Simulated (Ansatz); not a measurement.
# Hf2SiOF2: the cost of one run

Program: Ansatz 0.2.0. Level of theory: DFT PBE, scalar-relativistic, plane waves, PAW. These are calculated values, not measurements.

## 1. The structure to begin with

Symmetry: P4/mmm, No. 123, tetragonal system. The conventional cell has a = 3.898 Å, b = 3.898 Å, c = 4.957 Å, α = 90.00°, β = 90.00°, γ = 90.00°. Hf (site symmetry 4mm) has 1 Hf at 2.19 Å and 4 F at 2.39 Å as nearest neighbours. Si (site symmetry 4/mmm) has 2 O at 2.48 Å as nearest neighbours. O (site symmetry 4/mmm) has 4 F at 1.95 Å as nearest neighbours. Around F (site symmetry mmm) lie 2 O at 1.95 Å and 4 Hf at 2.39 Å.

Structure file:

```cif
data_structure
_symmetry_space_group_name_H-M 'P 1'
_symmetry_Int_Tables_number 1
_cell_length_a 3.8980
_cell_length_b 3.8980
_cell_length_c 4.9567
_cell_angle_alpha 90.000
_cell_angle_beta 90.000
_cell_angle_gamma 90.000
_cell_volume 75.31
loop_
_atom_site_label
_atom_site_type_symbol
_atom_site_fract_x
_atom_site_fract_y
_atom_site_fract_z
_atom_site_occupancy
Hf1 Hf 0.50000 0.50000 0.72117 1
Hf2 Hf 0.50000 0.50000 0.27883 1
Si1 Si 0.00000 0.00000 0.50000 1
O1 O 0.00000 0.00000 0.00000 1
F1 F 0.50000 0.00000 0.00000 1
F2 F 0.00000 0.50000 0.00000 1
```

The cell is invented: species swapped into a database cell of CeSi2Mo2C (P4/mmm, No. 123), with Si on the Ce sites, Hf on the Si sites, F on the Mo sites and O on the C sites. Its size is a rough estimate.

## 2. The guess as it stands, on a coarse mesh

input.yaml reads:

```yaml
crystal:
  lattice:
    - [3.89798901, 0.0, 0.0]
    - [0.0, 3.89798901, 0.0]
    - [0.0, 0.0, 4.95672575]
  atoms:
    - { symbol: Hf, position: [0.5, 0.5, 0.72117257] }
    - { symbol: Hf, position: [0.5, 0.5, 0.27882743] }
    - { symbol: Si, position: [0.0, 0.0, 0.5] }
    - { symbol: O, position: [0.0, 0.0, 0.0] }
    - { symbol: F, position: [0.5, 0.0, 0.0] }
    - { symbol: F, position: [0.0, 0.5, 0.0] }
basis:
  ecutwfc: 420
kpoints:
  mp_grid: { grid: [4, 4, 4] }
hamiltonian:
  xc: pbe
scf:
  occupations: { method: gaussian, width: 0.1 }
  lower_state_search: "off"
output:
  forces: true
  stress: true
  eigenvalues: true
```

Launch:

```sh
$ ansatz run input.yaml --threads 1 --pin off --max-ram 2560MiB --backend cpu --events-out ev --progress --plain --runs-dir out
```

Q: Estimate wall time and peak memory on 1 thread of Intel Xeon at 2.50GHz (Skylake/Cascade Lake), shared host.

About 9.2 s, with a peak of 0.4 GiB.
